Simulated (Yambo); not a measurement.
A run of Yambo 5.3.0 is set up as follows.

optics4.in

```
optics
chi
Chimod= "HARTREE"
% BndsRnXd
 1 | 27 |
%
NGsBlkXd= 2 Ry
% LongDrXd
 0 | 0 | 1 |
%
% QpntsRXd
 1 | 1 |
%
% EnRngeXd
 0 | 30 | eV
%
% DmRngeXd
 0.05 | 0.05 | eV
%
ETStpsXd= 200
```

The input scf.in:

```
&CONTROL
  calculation = 'scf'
  prefix = 'pwscf'
  outdir = './tmp'
  pseudo_dir = './pseudo'
/
&SYSTEM
  ibrav = 0
  A = 2.86350669
  nat = 1
  ntyp = 1
  ecutwfc = 44
  nbnd = 6
  occupations = 'smearing'
  smearing = 'fd'
  degauss = 0.00367493
  force_symmorphic = .true.
/
&ELECTRONS
  conv_thr = 2d-10
  electron_maxstep = 120
  mixing_beta = 0.5
/
ATOMIC_SPECIES
Al    26.9815 Al.upf
CELL_PARAMETERS alat
   0.0000000000    0.7071067817    0.7071067817
   0.7071067817    0.0000000000    0.7071067817
   0.7071067817    0.7071067817    0.0000000000
ATOMIC_POSITIONS alat
Al     0.0000000000    0.0000000000    0.0000000000
K_POINTS automatic
14 14 14 0 0 0
```

The input nscf.in:

```
&CONTROL
  calculation = 'nscf'
  prefix = 'pwscf'
  outdir = './tmp'
  pseudo_dir = './pseudo'
/
&SYSTEM
  ibrav = 0
  A = 2.86350669
  nat = 1
  ntyp = 1
  ecutwfc = 44
  nbnd = 27
  occupations = 'smearing'
  smearing = 'fd'
  degauss = 0.00367493
  force_symmorphic = .true.
/
&ELECTRONS
  conv_thr = 1d-08
  diago_full_acc = .true.
  diago_thr_init = 1d-06
/
ATOMIC_SPECIES
Al    26.9815 Al.upf
CELL_PARAMETERS alat
   0.0000000000    0.7071067817    0.7071067817
   0.7071067817    0.0000000000    0.7071067817
   0.7071067817    0.7071067817    0.0000000000
ATOMIC_POSITIONS alat
Al     0.0000000000    0.0000000000    0.0000000000
K_POINTS automatic
14 14 14 0 0 0
```

Potentials or basis: PseudoDojo 0.4.1 SR LDA standard.

The run is started by

```bash
$ OMP_NUM_THREADS=1 pw.x -in scf.in > scf.out
$ OMP_NUM_THREADS=1 pw.x -in nscf.in > nscf.out
$ cd tmp/pwscf.save; p2y; mv SAVE ../..; cd ../..
$ OMP_NUM_THREADS=1 yambo
$ OMP_NUM_THREADS=1 yambo -F optics4.in -J optics4 -C optics4_out
```

(1) Estimate the peak of the energy-loss function.

(2) What does it give for the band gap on the k mesh, mean-field level?

Answers

(1) 10.1 eV.

(2) none (metal or under the smearing width).

Caveat: the intraband (Drude) term of the metal is left out; these spectra lack excitons.
